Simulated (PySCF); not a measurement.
# GePb+: bond curves at several levels of theory

The task here is to estimate one member of a computed series from the others.

Computed with PySCF 2.14.0. Level: Ge def2-SVP, Pb def2-SVP with ECP60, scalar-relativistic core potentials.

Set-up of the first run:

The job is set up so:

```
atoms                         : Ge, Pb
charge                        : 1
basis                         : Ge def2-SVP, Pb def2-SVP with ECP60
Hamiltonian                   : scalar-relativistic core potentials
basis functions               : 58
electrons treated             : 53
masses in u                   : 73.9212, 207.9766
levels                        : PBE0, PBE, r²SCAN, r²SCAN0, r²SCANh, B2PLYP, CAM-B3LYP, HF, MP2, SCS-MP2, CCSD, CCSD(T)
grid                          : 80 radial by 434 angular points
occupations                   : held fixed by the projection of orbital angular momentum
dissociation limit            : Ge + Pb+, each in its ground configuration
starting distance in angstrom : 2.655
values of 2S to try           : 1, 3
```

Command:

```sh
$ OMP_NUM_THREADS=1 python dia.py task.json out
```

Among the steps run: Input; PBE0 along the bond; Higher solutions at PBE0; PBE (GGA); r²SCAN (meta-GGA); r²SCAN0; r²SCANh (hybrid meta-GGA); B2PLYP (double hybrid); CAM-B3LYP (range-separated hybrid); UHF; Adding correlation.

One of the session's tables, all rows but one given; the rest of the session is left out.

It belongs to the step «The curves together». Energy (eV) from each level's lowest point:

| R (Å) | UHF | UHF-MP2 | UHF-SCS-MP2 | UHF-CCSD | UHF-CCSD(T) |
| --- | --- | --- | --- | --- | --- |
| 2.312 | 0.807 | 0.775 | 0.738 | n/a | n/a |
| 2.420 | 0.342 | 0.326 | 0.296 | 0.378 | 0.396 |
| 2.528 | 0.096 | 0.090 | 0.070 | 0.122 | 0.133 |
| 2.608 | 0.015 | 0.014 | 0.003 | 0.029 | 0.036 |
| 2.689 | 0.000 | 0.000 | 0.000 | 0.000 | 0.000 |
| 2.770 | 0.034 | 0.034 | 0.046 | 0.018 | 0.010 |
| 2.877 | 0.135 | 0.133 | 0.162 | 0.093 | 0.075 |
| 3.012 | ? | ? | ? | ? | ? |
| 3.173 | 0.574 | 0.655 | 0.680 | 0.466 | 0.400 |

Q: Estimate the row for R (Å) = 3.012 from the others.

Worked estimate for «UHF». A straight line through the neighbours (2.877, 0.135) and (3.173, 0.574) gives 0.135 + (0.574 − 0.135) × (3.012 − 2.877) / (3.173 − 2.877) = 0.335; a parabola fitted to 3 rows on both sides gives 0.306.

**Answer.** UHF: 0.320; UHF-MP2: 0.319; UHF-SCS-MP2: 0.367; UHF-CCSD: 0.242; UHF-CCSD(T): 0.206. In «UHF» the line misses by +0.015 and the parabola by -0.014.
